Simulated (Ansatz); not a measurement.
A run of Ansatz 0.2.0 is set up as follows.

input.yaml

```yaml
crystal:
  lattice:
    - [2.52308, 0.0, 0.0]
    - [0.0, 2.52308, 0.0]
    - [0.0, 0.0, 23.8]
  atoms:
    - { symbol: Pt, position: [0.0, 0.0, 0.29412] }
  periodic: [true, true, false]
kpoints:
  mp_grid: { grid: [10, 10, 1] }
  band_path:
    path:
      - [0.0, 0.0, 0.0]
      - [0.0, 0.5, 0.0]
      - [0.5, 0.5, 0.0]
      - [0.0, 0.0, 0.0]
      - [0.0, 0.0, 0.5]
      - [0.0, 0.5, 0.5]
      - [0.5, 0.5, 0.5]
      - [0.0, 0.0, 0.5]
    npoints: 12
scf:
  occupations: { method: fermi_dirac, width: 0.05 }
hamiltonian:
  xc: pbe
  pseudopotentials: { kind: all_electron, lapw: { basis_error: 0.002 } }
output:
  forces: true
  stress: true
  eigenvalues: true
  fatbands: true
  dos: { projected: true, de: 0.1, e_range: [-14, 6] }
  populations: true
```

Potentials or basis: all-electron LAPW, scalar-relativistic.

Run with:

```sh
$ ansatz run input.yaml --threads 2 --pin off --max-ram 8192MiB --backend cpu --events-out ev --progress --plain --runs-dir out
```

(1) What does it give for the work function?

(2) What does it give for the band gap along the path?

Results:

(1) 6.26 eV.

(2) none (metal or under the smearing width).

Caveat: spin-orbit coupling is left out, which moves the levels of the heavy elements.
